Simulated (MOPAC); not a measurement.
**PM7 on SiC3: a test of settings**

Which settings matter? One reference run, then one change at a time; some changes are unwise on purpose.

Program: MOPAC 23.2.5. Level of theory: PM7, atoms fixed, no spin polarisation. These are calculated values, not measurements.

## 1. The structure to begin with

Symmetry: P-4m2, No. 115, tetragonal system. Conventional cell: a = 2.796 Å, b = 2.796 Å, c = 4.090 Å, α = 90.00°, β = 90.00°, γ = 90.00°. Around C (site symmetry 2mm) lie 2 C at 1.65 Å and 2 Si at 1.82 Å. Around C (site symmetry -4m2) lie 4 C at 1.65 Å. Si (site symmetry -4m2) is surrounded by 4 C at 1.82 Å.

Structure file:

```cif
data_structure
_symmetry_space_group_name_H-M 'P-4m2'
_symmetry_Int_Tables_number 115
_cell_length_a 2.7964
_cell_length_b 2.7964
_cell_length_c 4.0900
_cell_angle_alpha 90.000
_cell_angle_beta 90.000
_cell_angle_gamma 90.000
_cell_volume 31.98
loop_
_atom_site_label
_atom_site_type_symbol
_atom_site_symmetry_multiplicity
_atom_site_Wyckoff_symbol
_atom_site_fract_x
_atom_site_fract_y
_atom_site_fract_z
_atom_site_occupancy
C1 C 2 g 0.50000 0.00000 0.78627 1
C2 C 1 b 0.50000 0.50000 0.00000 1
Si1 Si 1 d 0.00000 0.00000 0.50000 1
```

The structure type (ordered alloy on diamond lattice) is imposed and need not be the compound's stable one.

## 2. The reference run

The gap of PM6 and PM7 is a difference of Hartree-Fock-like orbital energies, with no screening; it often comes out too large, and it hangs on the parameters.

The input, run.mop:

```
PM7 1SCF GRADIENTS AUX(PRECISION=6) THREADS=1
crystal as a cluster of 3x3x2 conventional cells

C 1.398200 1 0.000000 1 3.215874 1
C 1.398200 1 1.398200 1 0.000000 1
C 0.000000 1 1.398200 1 0.874169 1
Si 0.000000 1 0.000000 1 2.045022 1
C 1.398200 1 0.000000 1 7.305918 1
C 1.398200 1 1.398200 1 4.090044 1
C 0.000000 1 1.398200 1 4.964213 1
Si 0.000000 1 0.000000 1 6.135065 1
C 1.398200 1 2.796401 1 3.215874 1
C 1.398200 1 4.194601 1 0.000000 1
C 0.000000 1 4.194601 1 0.874169 1
Si 0.000000 1 2.796401 1 2.045022 1
C 1.398200 1 2.796401 1 7.305918 1
C 1.398200 1 4.194601 1 4.090044 1
C 0.000000 1 4.194601 1 4.964213 1
Si 0.000000 1 2.796401 1 6.135065 1
C 1.398200 1 5.592801 1 3.215874 1
C 1.398200 1 6.991002 1 0.000000 1
C 0.000000 1 6.991002 1 0.874169 1
Si 0.000000 1 5.592801 1 2.045022 1
C 1.398200 1 5.592801 1 7.305918 1
C 1.398200 1 6.991002 1 4.090044 1
C 0.000000 1 6.991002 1 4.964213 1
Si 0.000000 1 5.592801 1 6.135065 1
C 4.194601 1 0.000000 1 3.215874 1
C 4.194601 1 1.398200 1 0.000000 1
C 2.796401 1 1.398200 1 0.874169 1
Si 2.796401 1 0.000000 1 2.045022 1
C 4.194601 1 0.000000 1 7.305918 1
C 4.194601 1 1.398200 1 4.090044 1
C 2.796401 1 1.398200 1 4.964213 1
Si 2.796401 1 0.000000 1 6.135065 1
C 4.194601 1 2.796401 1 3.215874 1
C 4.194601 1 4.194601 1 0.000000 1
C 2.796401 1 4.194601 1 0.874169 1
Si 2.796401 1 2.796401 1 2.045022 1
C 4.194601 1 2.796401 1 7.305918 1
C 4.194601 1 4.194601 1 4.090044 1
C 2.796401 1 4.194601 1 4.964213 1
Si 2.796401 1 2.796401 1 6.135065 1
C 4.194601 1 5.592801 1 3.215874 1
C 4.194601 1 6.991002 1 0.000000 1
C 2.796401 1 6.991002 1 0.874169 1
Si 2.796401 1 5.592801 1 2.045022 1
C 4.194601 1 5.592801 1 7.305918 1
C 4.194601 1 6.991002 1 4.090044 1
C 2.796401 1 6.991002 1 4.964213 1
Si 2.796401 1 5.592801 1 6.135065 1
C 6.991002 1 0.000000 1 3.215874 1
C 6.991002 1 1.398200 1 0.000000 1
C 5.592801 1 1.398200 1 0.874169 1
Si 5.592801 1 0.000000 1 2.045022 1
C 6.991002 1 0.000000 1 7.305918 1
C 6.991002 1 1.398200 1 4.090044 1
C 5.592801 1 1.398200 1 4.964213 1
Si 5.592801 1 0.000000 1 6.135065 1
C 6.991002 1 2.796401 1 3.215874 1
C 6.991002 1 4.194601 1 0.000000 1
C 5.592801 1 4.194601 1 0.874169 1
Si 5.592801 1 2.796401 1 2.045022 1
C 6.991002 1 2.796401 1 7.305918 1
C 6.991002 1 4.194601 1 4.090044 1
C 5.592801 1 4.194601 1 4.964213 1
Si 5.592801 1 2.796401 1 6.135065 1
C 6.991002 1 5.592801 1 3.215874 1
C 6.991002 1 6.991002 1 0.000000 1
C 5.592801 1 6.991002 1 0.874169 1
Si 5.592801 1 5.592801 1 2.045022 1
C 6.991002 1 5.592801 1 7.305918 1
C 6.991002 1 6.991002 1 4.090044 1
C 5.592801 1 6.991002 1 4.964213 1
Si 5.592801 1 5.592801 1 6.135065 1
Tv 8.389202 1 0.000000 1 0.000000 1
Tv 0.000000 1 8.389202 1 0.000000 1
Tv 0.000000 1 0.000000 1 8.180087 1
```

Run with:

```bash
mopac run.mop
```

Standard output (excerpt; [...] marks lines left out):

```text
[...]
           Empirical Formula: C54 Si18  =    72 atoms
[...]
     SCF FIELD WAS ACHIEVED
[...]
                                                       MOPAC v23.2.5 Linux
          FINAL HEAT OF FORMATION =        263.50232 KCAL/MOL =    1102.49371 KJ/MOL
          H.o.F. per unit cell    =         14.63902 KCAL, for 18 unit cells, unit cell = C3 Si1
          GRADIENT NORM           =        252.43537          =       29.74979 PER ATOM
          IONIZATION POTENTIAL    =          8.670281 EV
          HOMO LUMO ENERGIES (EV) =         -8.670 -0.495
          NO. OF FILLED LEVELS    =        144
          MOLECULAR WEIGHT        =       1154.1330         POINT GROUP:  C1
          VOLUME OF UNIT CELL     =        575.704 CUBIC ANGSTROMS
          DENSITY                 =          3.329 GRAMS/CC
                              A   =          8.389 ANGSTROMS
                              B   =          8.389 ANGSTROMS
                              C   =          8.180 ANGSTROMS
[...]
                             CARTESIAN COORDINATES
   1    C        1.398200000     0.000000000     3.215874000
   2    C        1.398200000     1.398200000     0.000000000
   3    C        0.000000000     1.398200000     0.874169000
   4   Si        0.000000000     0.000000000     2.045022000
   5    C        1.398200000     0.000000000     7.305918000
   6    C        1.398200000     1.398200000     4.090044000
   7    C        0.000000000     1.398200000     4.964213000
   8   Si        0.000000000     0.000000000     6.135065000
   9    C        1.398200000     2.796401000     3.215874000
  10    C        1.398200000     4.194601000     0.000000000
  11    C        0.000000000     4.194601000     0.874169000
  12   Si        0.000000000     2.796401000     2.045022000
  13    C        1.398200000     2.796401000     7.305918000
[...]
              NET ATOMIC CHARGES AND DIPOLE CONTRIBUTIONS
  ATOM NO.   TYPE          CHARGE      No. of ELECS.   s-Pop       p-Pop       d-Pop
    1          C          -0.131992        4.1320     1.07911     3.05288
    2          C           0.197987        3.8020     1.08353     2.71849
    3          C          -0.132220        4.1322     1.07911     3.05311
    4         Si           0.064746        3.9353     0.69178     2.92387     0.31961
    5          C          -0.132106        4.1321     1.07913     3.05297
    6          C           0.197928        3.8021     1.08353     2.71854
    7          C          -0.131856        4.1319     1.07915     3.05270
    8         Si           0.064733        3.9353     0.69177     2.92387     0.31963
    9          C          -0.130986        4.1310     1.07939     3.05159
   10          C           0.198281        3.8017     1.08362     2.71810
   11          C          -0.131959        4.1320     1.07913     3.05283
   12         Si           0.065137        3.9349     0.69147     2.92371     0.31969
[...]
 * JOB ENDED NORMALLY *
[...]
```

Run time: 7.1 s. Hardware: 1 thread of Intel Xeon Platinum 8375C at 2.90GHz (Ice Lake), shared host; peak memory 0.047 GiB.

Gap 8.18 eV. The 72 atoms of the cluster fold only a few k-points onto the zone centre, so gap and energy may not be converged in the cluster's size.

## 3. Change: method = PM6-D3H4

Changes to run.mop since step 2:

```diff
@@ -1,2 +1,2 @@
-PM7 1SCF GRADIENTS AUX(PRECISION=6) THREADS=1
+PM6-D3H4 1SCF GRADIENTS AUX(PRECISION=6) THREADS=1
 crystal as a cluster of 3x3x2 conventional cells
```

Run with:

```bash
mopac run.mop
```

Standard output (excerpt; [...] marks lines left out):

```text
[...]
           Empirical Formula: C54 Si18  =    72 atoms
[...]
     SCF FIELD WAS ACHIEVED
[...]
                                                       MOPAC v23.2.5 Linux
          FINAL HEAT OF FORMATION =        471.46329 KCAL/MOL =    1972.60242 KJ/MOL
          H.o.F. per unit cell    =         26.19241 KCAL, for 18 unit cells, unit cell = C3 Si1
          GRADIENT NORM           =        405.10247          =       47.74179 PER ATOM
          IONIZATION POTENTIAL    =          2.750237 EV
          HOMO LUMO ENERGIES (EV) =         -2.750  6.275
          NO. OF FILLED LEVELS    =        144
          MOLECULAR WEIGHT        =       1154.1330         POINT GROUP:  C1
          VOLUME OF UNIT CELL     =        575.704 CUBIC ANGSTROMS
          DENSITY                 =          3.329 GRAMS/CC
                              A   =          8.389 ANGSTROMS
                              B   =          8.389 ANGSTROMS
                              C   =          8.180 ANGSTROMS
[...]
              NET ATOMIC CHARGES AND DIPOLE CONTRIBUTIONS
  ATOM NO.   TYPE          CHARGE      No. of ELECS.   s-Pop       p-Pop       d-Pop
    1          C          -0.617879        4.6179     1.13168     3.48620
    2          C           0.450143        3.5499     1.10407     2.44578
    3          C          -0.618161        4.6182     1.13169     3.48647
    4         Si           0.785901        3.2141     1.04544     1.52980     0.63886
    5          C          -0.618148        4.6181     1.13167     3.48648
    6          C           0.449956        3.5500     1.10412     2.44593
    7          C          -0.617868        4.6179     1.13166     3.48621
    8         Si           0.785892        3.2141     1.04543     1.52978     0.63890
    9          C          -0.617283        4.6173     1.13205     3.48523
   10          C           0.449861        3.5501     1.10414     2.44600
   11          C          -0.617210        4.6172     1.13188     3.48533
   12         Si           0.785395        3.2146     1.04556     1.53037     0.63867
[...]
 * JOB ENDED NORMALLY *
[...]
```

It took 12 s on 1 thread of Intel Xeon Platinum 8375C at 2.90GHz (Ice Lake), shared host; peak memory 0.053 GiB.

Totals of another method or basis aren't compared here.

## 4. Change: method = AM1

Changes to run.mop since step 3:

```diff
@@ -1,2 +1,2 @@
-PM6-D3H4 1SCF GRADIENTS AUX(PRECISION=6) THREADS=1
+AM1 1SCF GRADIENTS AUX(PRECISION=6) THREADS=1
 crystal as a cluster of 3x3x2 conventional cells
```

Run with:

```bash
mopac run.mop
```

Standard output (excerpt; [...] marks lines left out):

```text
[...]
           Empirical Formula: C54 Si18  =    72 atoms
[...]
     SCF FIELD WAS ACHIEVED
[...]
                                                       MOPAC v23.2.5 Linux
          FINAL HEAT OF FORMATION =       1094.80607 KCAL/MOL =    4580.66860 KJ/MOL
          H.o.F. per unit cell    =         60.82256 KCAL, for 18 unit cells, unit cell = C3 Si1
          GRADIENT NORM           =        720.28679          =       84.88662 PER ATOM
          IONIZATION POTENTIAL    =          7.641931 EV
          HOMO LUMO ENERGIES (EV) =         -7.642  0.298
          NO. OF FILLED LEVELS    =        144
          MOLECULAR WEIGHT        =       1154.1330         POINT GROUP:  C1
          VOLUME OF UNIT CELL     =        575.704 CUBIC ANGSTROMS
          DENSITY                 =          3.329 GRAMS/CC
                              A   =          8.389 ANGSTROMS
                              B   =          8.389 ANGSTROMS
                              C   =          8.180 ANGSTROMS
[...]
              NET ATOMIC CHARGES AND DIPOLE CONTRIBUTIONS
  ATOM NO.   TYPE          CHARGE      No. of ELECS.   s-Pop       p-Pop
    1          C          -0.517823        4.5178     1.30672     3.21110
    2          C           0.127260        3.8727     1.24906     2.62368
    3          C          -0.517959        4.5180     1.30671     3.21125
    4         Si           0.907236        3.0928     0.78384     2.30892
    5          C          -0.517915        4.5179     1.30672     3.21119
    6          C           0.127180        3.8728     1.24901     2.62381
    7          C          -0.517779        4.5178     1.30675     3.21103
    8         Si           0.907195        3.0928     0.78384     2.30896
    9          C          -0.517707        4.5177     1.30702     3.21069
   10          C           0.127384        3.8726     1.24912     2.62349
   11          C          -0.517564        4.5176     1.30679     3.21078
   12         Si           0.908426        3.0916     0.78409     2.30749
[...]
 * JOB ENDED NORMALLY *
[...]
```

Run time: 2.9 s. Hardware: 1 thread of Intel Xeon Platinum 8375C at 2.90GHz (Ice Lake), shared host; peak memory 0.033 GiB.

Totals of another method or basis aren't compared here.

## 5. Change: method = PM3

Changes to run.mop since step 4:

```diff
@@ -1,2 +1,2 @@
-AM1 1SCF GRADIENTS AUX(PRECISION=6) THREADS=1
+PM3 1SCF GRADIENTS AUX(PRECISION=6) THREADS=1
 crystal as a cluster of 3x3x2 conventional cells
```

Run with:

```bash
mopac run.mop
```

Standard output (excerpt; [...] marks lines left out):

```text
[...]
           Empirical Formula: C54 Si18  =    72 atoms
[...]
     SCF FIELD WAS ACHIEVED
[...]
                                                       MOPAC v23.2.5 Linux
          FINAL HEAT OF FORMATION =        427.62057 KCAL/MOL =    1789.16448 KJ/MOL
          H.o.F. per unit cell    =         23.75670 KCAL, for 18 unit cells, unit cell = C3 Si1
          GRADIENT NORM           =        694.09821          =       81.80026 PER ATOM
          IONIZATION POTENTIAL    =          7.527953 EV
          HOMO LUMO ENERGIES (EV) =         -7.528 -0.320
          NO. OF FILLED LEVELS    =        144
          MOLECULAR WEIGHT        =       1154.1330         POINT GROUP:  C1
          VOLUME OF UNIT CELL     =        575.704 CUBIC ANGSTROMS
          DENSITY                 =          3.329 GRAMS/CC
                              A   =          8.389 ANGSTROMS
                              B   =          8.389 ANGSTROMS
                              C   =          8.180 ANGSTROMS
[...]
              NET ATOMIC CHARGES AND DIPOLE CONTRIBUTIONS
  ATOM NO.   TYPE          CHARGE      No. of ELECS.   s-Pop       p-Pop
    1          C          -0.192778        4.1928     1.22986     2.96292
    2          C           0.243084        3.7569     1.21775     2.53916
    3          C          -0.192969        4.1930     1.22973     2.96324
    4         Si           0.141309        3.8587     1.05852     2.80017
    5          C          -0.192908        4.1929     1.22977     2.96314
    6          C           0.242967        3.7570     1.21765     2.53938
    7          C          -0.192742        4.1927     1.22991     2.96284
    8         Si           0.141303        3.8587     1.05852     2.80018
    9          C          -0.192132        4.1921     1.23010     2.96203
   10          C           0.243050        3.7570     1.21784     2.53911
   11          C          -0.191514        4.1915     1.22986     2.96165
   12         Si           0.142014        3.8580     1.05948     2.79850
[...]
 * JOB ENDED NORMALLY *
[...]
```

Run time: 2.8 s. Hardware: 1 thread of Intel Xeon Platinum 8375C at 2.90GHz (Ice Lake), shared host; peak memory 0.032 GiB.

Totals of another method or basis aren't compared here.

## 6. Change: method = MNDOD

Changes to run.mop since step 5:

```diff
@@ -1,2 +1,2 @@
-PM3 1SCF GRADIENTS AUX(PRECISION=6) THREADS=1
+MNDOD 1SCF GRADIENTS AUX(PRECISION=6) THREADS=1
 crystal as a cluster of 3x3x2 conventional cells
```

Run with:

```bash
mopac run.mop
```

Standard output (excerpt; [...] marks lines left out):

```text
[...]
           Empirical Formula: C54 Si18  =    72 atoms
[...]
     SCF FIELD WAS ACHIEVED
[...]
                                                       MOPAC v23.2.5 Linux
          FINAL HEAT OF FORMATION =        419.95481 KCAL/MOL =    1757.09093 KJ/MOL
          H.o.F. per unit cell    =         23.33082 KCAL, for 18 unit cells, unit cell = C3 Si1
          GRADIENT NORM           =        672.07688          =       79.20502 PER ATOM
          IONIZATION POTENTIAL    =         10.418214 EV
          HOMO LUMO ENERGIES (EV) =        -10.418 -0.409
          NO. OF FILLED LEVELS    =        144
          MOLECULAR WEIGHT        =       1154.1330         POINT GROUP:  C1
          VOLUME OF UNIT CELL     =        575.704 CUBIC ANGSTROMS
          DENSITY                 =          3.329 GRAMS/CC
                              A   =          8.389 ANGSTROMS
                              B   =          8.389 ANGSTROMS
                              C   =          8.180 ANGSTROMS
[...]
              NET ATOMIC CHARGES AND DIPOLE CONTRIBUTIONS
  ATOM NO.   TYPE          CHARGE      No. of ELECS.   s-Pop       p-Pop       d-Pop
    1          C          -0.494928        4.4949     1.25532     3.23961
    2          C           0.288688        3.7113     1.17867     2.53264
    3          C          -0.494993        4.4950     1.25540     3.23959
    4         Si           0.701021        3.2990     0.92054     1.86496     0.51348
    5          C          -0.494757        4.4948     1.25541     3.23935
    6          C           0.288524        3.7115     1.17866     2.53282
    7          C          -0.494697        4.4947     1.25534     3.23935
    8         Si           0.700804        3.2992     0.92054     1.86512     0.51354
    9          C          -0.494275        4.4943     1.25555     3.23873
   10          C           0.288733        3.7113     1.17876     2.53251
   11          C          -0.494388        4.4944     1.25547     3.23891
   12         Si           0.700536        3.2995     0.92058     1.86525     0.51363
[...]
 * JOB ENDED NORMALLY *
[...]
```

Wall time 9.2 s (1 thread of Intel Xeon Platinum 8375C at 2.90GHz (Ice Lake), shared host); peak memory 0.046 GiB.

Totals of another method or basis aren't compared here.

## 7. Change: CHARGE = 2

Changes to run.mop since step 6:

```diff
@@ -1,2 +1,2 @@
-MNDOD 1SCF GRADIENTS AUX(PRECISION=6) THREADS=1
+PM7 1SCF CHARGE=2 GRADIENTS AUX(PRECISION=6) THREADS=1
 crystal as a cluster of 3x3x2 conventional cells
```

Run with:

```bash
mopac run.mop
```

Standard output:

```text
[... start of the log left out ...]
                              PM7 CALCULATION RESULTS

 *******************************************************************************
 *  PM7        - The PM7 Hamiltonian to be used
 *
 *
 *
 *                 CHARGE ON SYSTEM = +2
 *
 *
 *

          INFINITE SYSTEMS MUST HAVE A ZERO CHARGE ON THE UNIT CELL

          Unit cell has a charge. Correct fault and re-submit
 *
 *  Errors detected in keywords.  Job stopped here to avoid wasting time.
 *
 *******************************************************************************

 ******************************************************************************
 *                                                                            *
 *     Error and normal termination messages reported in this calculation     *
 *                                                                            *
 * Unit cell has a charge. Correct fault and re-submit                        *
 * JOB ENDED NORMALLY                                                         *
 *                                                                            *
 ******************************************************************************

 TOTAL JOB TIME:             0.00 SECONDS

 == MOPAC DONE ==
```

Run time: 0.05 s. Hardware: 1 thread of Intel Xeon Platinum 8375C at 2.90GHz (Ice Lake), shared host; peak memory 0.012 GiB.

The program refused the job: «Unit cell has a charge. Correct fault and re-submit».

## 8. Change: cluster = 1x1x1

The input, run.mop:

```
PM7 1SCF GRADIENTS AUX(PRECISION=6) THREADS=1
crystal as a cluster of 1x1x1 conventional cells

C 1.398200 1 0.000000 1 3.215874 1
C 1.398200 1 1.398200 1 0.000000 1
C 0.000000 1 1.398200 1 0.874169 1
Si 0.000000 1 0.000000 1 2.045022 1
Tv 2.796401 1 0.000000 1 0.000000 1
Tv 0.000000 1 2.796401 1 0.000000 1
Tv 0.000000 1 0.000000 1 4.090044 1
```

Run with:

```bash
mopac run.mop
```

Standard output:

```text
[... start of the log left out ...]
     2         C          1.3982      1.3982      0.0000
     3         C          0.0000      1.3982      0.8742
     4        Si          0.0000      0.0000      2.0450

 General Reference for PM7:
 "Optimization of Parameters for Semiempirical Methods VI: More Modifications to the
 NDDO Approximations and Re-optimization of Parameters", J. J. P. Stewart, J. Mol. Mod., 1:32, 19 (2013)

           Empirical Formula: C3 Si  =     4 atoms

          Translation vector length 1:    2.796 Angstroms
          Translation vector length 2:    2.796 Angstroms
          Translation vector length 3:    4.090 Angstroms

          Distance between faces 2 and 3 is unreasonably small: 2.796 Angstroms, min: 4.000
          Distance between faces 1 and 3 is unreasonably small: 2.796 Angstroms, min: 4.000

          One or more translation vectors are unreasonably small
          To over-ride this safety check, add keyword 'GEO-OK'

 ******************************************************************************
 *                                                                            *
 *     Error and normal termination messages reported in this calculation     *
 *                                                                            *
 * One or more translation vectors are unreasonably small                     *
 * JOB ENDED NORMALLY                                                         *
 *                                                                            *
 ******************************************************************************

 TOTAL JOB TIME:             0.00 SECONDS

 == MOPAC DONE ==
```

Run time: 0.05 s. Hardware: 1 thread of Intel Xeon Platinum 8375C at 2.90GHz (Ice Lake), shared host; peak memory 0.012 GiB.

The program refused the job.

## 9. What moved

| change | ends | gap (eV) | energy (meV/atom) | pressure (GPa) | time |
| --- | --- | --- | --- | --- | --- |
| none | converged | 8.18 | 0 | – | 7.1 s |
| method = PM6-D3H4 | converged | +0.85 | – | – | 12 s |
| method = AM1 | converged | -0.24 | – | – | 2.9 s |
| method = PM3 | converged | -0.97 | – | – | 2.8 s |
| method = MNDOD | converged | +1.83 | – | – | 9.2 s |
| CHARGE = 2 | refused | – | – | – | 0.05 s |
| cluster = 1x1x1 | refused | – | – | – | 0.05 s |

The first row holds values, the others changes from it. Keys are the program's: temperature in eV (tblite) or K (CP2K), cutoffs in Ry, CUTOFP in Å. 2 of the 6 changes gave no result. The changed runs test settings; they are no properties of the crystal.
